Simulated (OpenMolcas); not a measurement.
# triplet C2H3BFN at 6 levels

Aim: a comparison of 6 runs (UHF/3-21G, UBHLYP/def2-SVP, UPBE0/def2-SVP, USVWN5/def2-SVP, ROMP2/def2-SVP, ROCCSD(T)/def2-SVP) of triplet C2H3BFN. 

Program for the calculation: OpenMolcas 26.06.

### 1 The system as given

C2H3BFN has 8 atoms, charge 0, and is taken as a triplet. As SMILES of the parent species, `FB1C=NC1`. The coordinates come from a PBE0-D4/def2-TZVP relaxation. That shape belongs to the parent species and isn't relaxed for this state.

Bond lengths: F1–B2 1.312 Å, B2–C3 1.553 Å, C3–N4 1.291 Å, B2–C5 1.580 Å, N4–C5 1.510 Å, C3–H6 1.087 Å, C5–H7 1.093 Å, C5–H8 1.090 Å. Some angles: F1–B2–C3 135.6°, F1–B2–C5 135.3°, C3–B2–C5 86.1°, B2–C3–N4 90.7°, C3–N4–C5 99.2°, B2–C5–N4 82.2°, B2–C3–H6 145.8°, N4–C3–H6 122.6°, B2–C5–H7 120.5°, B2–C5–H8 118.9°.

### 2 A single-point energy at UHF/3-21G (run 1)

Contents of calc.input:

```
&GATEWAY
  BasLib = $CurrDir
  Coord
  8
  angstrom
  F        0.213200      -1.007300       1.918400
  B       -0.024100      -0.304800       0.836200
  C        0.319000       1.128500       0.345800
  N        0.303900       0.728600      -0.881200
  C       -0.301700      -0.640600      -0.682300
  H        0.656500       2.120900       0.633900
  H        0.257100      -1.432700      -1.186200
  H       -1.331600      -0.649700      -1.040300
  Basis = 3-21G
  Group = NoSym

&SEWARD

&SCF
  UHF
  Spin = 3
  Thresholds = 1e-10 1e-07 1e-07 1e-05
  PrOrbitals = 1 2
```

The basis set 3-21G is read from a file made from the Basis Set Exchange's data (not shown).

The run is started by

```
$ export MOLCAS_MEM=1860
$ pymolcas calc.input > calc.log
```

The log of the run:

```text
--- Start Module: gateway ---
[...]
--- Stop Module: gateway /rc=_RC_ALL_IS_WELL_ ---
--- Start Module: seward ---
[...]
      Basis functions           51
--- Stop Module: seward /rc=_RC_ALL_IS_WELL_ ---
--- Start Module: scf ---
[...]
       Convergence after  27 Iterations
[...]
::    Total SCF energy                               -254.5532364267
[...]
      Total spin, S                                     1.0046287690
[...]
      Total electronic charge=   36.000000
      Total            charge=   -0.000000
[...]
      Dipole Moment (debye):
      Origin of the operator (angstrom)=    0.1102   -0.0900    0.3895
                   X= -8.3716E-01               Y= -5.2559E-02               Z= -1.4718E+00           Total=  1.6941E+00
      Quadrupole Moment (debye*angstrom):
[...]
--- Stop Module: scf /rc=_RC_ALL_IS_WELL_ ---
[...]
```

Run time: 2.6 s. Hardware: 1 thread of Intel Xeon 6975P-C (Granite Rapids), shared host; peak memory 0.38 GiB.

### 3 A single-point energy at UBHLYP/def2-SVP (run 2)

Contents of mol.xyz:

```xyz
8

F      0.213200    -1.007300     1.918400
B     -0.024100    -0.304800     0.836200
C      0.319000     1.128500     0.345800
N      0.303900     0.728600    -0.881200
C     -0.301700    -0.640600    -0.682300
H      0.656500     2.120900     0.633900
H      0.257100    -1.432700    -1.186200
H     -1.331600    -0.649700    -1.040300
```

Contents of test.input:

```
* C2H3BFN Kohn-Sham DFT

&GATEWAY
  BASLIB=$CurrDir
  COORD=mol.xyz
  BASIS=def2-SVP
  GROUP=NoSym

&SEWARD
  GRIDINPUT
  Grid=UltraFine
  End of Grid

&SCF
  UHF
  SPIN=3
  KSDFT=HYB_GGA_XC_BHANDHLYP
  THRESHOLDS=1e-10 1e-07 1e-07 1e-05
  PRORBITALS=1 2
```

The basis set def2-SVP is read from a file made from the Basis Set Exchange's data (not shown).

The run is started by

```
$ export MOLCAS_MEM=1860
$ pymolcas test.input > test.log
```

The log of the run:

```text
--- Start Module: gateway ---
[...]
--- Stop Module: gateway /rc=_RC_ALL_IS_WELL_ ---
--- Start Module: seward ---
[...]
      Basis functions           85
--- Stop Module: seward /rc=_RC_ALL_IS_WELL_ ---
[...]
--- Start Module: scf ---
[...]
       Convergence after  24 Iterations
[...]
::    Total KS-DFT energy                            -257.0215362313
[...]
      Total spin, S                                     1.0029861384
[...]
      Total electronic charge=   36.000000
      Total            charge=   -0.000000
[...]
      Dipole Moment (debye):
      Origin of the operator (angstrom)=    0.1102   -0.0900    0.3895
                   X= -6.1605E-01               Y=  1.5765E-01               Z= -1.3462E+00           Total=  1.4888E+00
      Quadrupole Moment (debye*angstrom):
[...]
--- Stop Module: scf /rc=_RC_ALL_IS_WELL_ ---
[...]
```

It took 42 s on 1 thread of Intel Xeon 6975P-C (Granite Rapids), shared host; peak memory 0.47 GiB.

Runs 3 to 5 aren't shown in full; the table further down has their settings and results.

### 4 The energy at ROCCSD(T)/def2-SVP (run 6)

Contents of struct.xyz:

```xyz
8

F      0.213200    -1.007300     1.918400
B     -0.024100    -0.304800     0.836200
C      0.319000     1.128500     0.345800
N      0.303900     0.728600    -0.881200
C     -0.301700    -0.640600    -0.682300
H      0.656500     2.120900     0.633900
H      0.257100    -1.432700    -1.186200
H     -1.331600    -0.649700    -1.040300
```

Contents of run.input:

```
&GATEWAY
 BasLib=$CurrDir
 Coord=struct.xyz
 Basis=def2-SVP
 Group=NoSym

&SEWARD

&SCF
 UHF
 Spin=3
 Thresholds=1e-10 1e-07 1e-07 1e-05
 PrOrbitals=1 1

&RASSCF
 FileOrb=$Project.UnaOrb
 Spin=3
 Nactel=2 0 0
 Inactive=17
 Ras2=2
 OutOrbitals=Canonical
 OrbListing=Few

&MOTRA
 JobIph
 Frozen=5

&CCSDT
 CCT
 Triples=3
 Iterations=80
 Accuracy=1e-08
 Extrapolation=5 4
```

The basis set def2-SVP is read from a file made from the Basis Set Exchange's data (not shown).

The run is started by

```
$ export MOLCAS_MEM=1860
$ pymolcas run.input > run.log
```

The log of the run:

```text
--- Start Module: gateway ---
[...]
--- Stop Module: gateway /rc=_RC_ALL_IS_WELL_ ---
[...]
      Basis functions           85
[...]
       Convergence after  27 Iterations
[...]
::    Total SCF energy                               -255.7576088478
[...]
      Total spin, S                                     1.0063031283
[...]
      Number of active orbitals                  2
[...]
      Spin quantum number                      1.0
[...]
      Active orbitals                            2
[...]
      Number of CSFs                             1
[...]
      Number of root(s) required                 1
[...]
      Convergence after 13 iterations
[...]
      printout of CI-coefficients larger than  0.05 for root  1
      energy=    -255.749176
      conf/sym  11     Coeff  Weight
             1  uu   1.00000 1.00000
      Natural orbitals and occupation numbers for root  1
      sym 1:   1.000000   1.000000
      ************************************************************************************************************************
      *                                                    Final results                                                     *
[...]
::    RASSCF root number  1 Total energy:   -255.74917587
[...]
      Total electronic charge=   36.000000
      Total            charge=   -0.000000
[...]
      Dipole Moment (debye):
      Origin of the operator (angstrom)=    0.1102   -0.0900    0.3895
                   X= -8.2868E-01               Y=  4.8061E-02               Z= -1.3461E+00           Total=  1.5814E+00
      Quadrupole Moment (debye*angstrom):
[...]
--- Start Module: motra ---
[...]
      *** WARNING: Default frozen orbitals is overwritten by user input.
      *** Default values:   5
[...]
--- Stop Module: motra /rc=_RC_ALL_IS_WELL_ ---
--- Start Module: ccsdt ---
[...]
      Convergence after                    32  Iterations
      Total energy (diff) :    -256.44474658      -0.00000000
[...]
 METHOD                       : CCSD+T(CCSD)+<T3(1)WT1>+<T3(1)UT2> = CCSD(T)
[...]
       CCSD     =      -256.4447465781721
[...]
--- Stop Module: ccsdt /rc=_RC_ALL_IS_WELL_ ---
[...]
```

It took 79 s on 1 thread of Intel Xeon 6975P-C (Granite Rapids), shared host; peak memory 0.47 GiB.

### 5 Overview of the runs

| run | level | integration grid | frozen core orbitals | energy (Eh) | dipole moment (D) | HOMO energy (eV) | ⟨S²⟩ | wall time |
| --- | --- | --- | --- | --- | --- | --- | --- | --- |
| 1 | UHF/3-21G | – | – | -254.553236 | 1.69 | -7.32 | 2.014 | 2.6 s |
| 2 | UBHLYP/def2-SVP | UltraFine | – | -257.021536 | 1.49 | -5.55 | 2.009 | 42 s |
| 3 | UPBE0/def2-SVP | UltraFine | – | -256.871072 | 1.40 | -4.54 | 2.007 | 43 s |
| 4 | USVWN5/def2-SVP | UltraFine | – | -255.089749 | 1.26 | -3.40 | 2.003 | 26 s |
| 5 | ROMP2/def2-SVP | – | 5 | -256.422096 | – | – | – | 14 s |
| 6 | ROCCSD(T)/def2-SVP | – | 5 | -256.466862 | – | – | – | 79 s |

### 6 What came out

| quantity | value |
| --- | --- |
| run 6: total energy | -256.46686 Eh |
| run 6: (T) correction | -22.12 mEh |

What this shows: Over runs 1, 2, 3, 4 the dipole moment (its size) runs from 1.26 D (USVWN5/def2-SVP) to 1.69 D (UHF/3-21G). The two ends differ in method and basis. Totals of different functionals can't be ranked against each other. All runs together took 3.5 min, the longest 79 s.
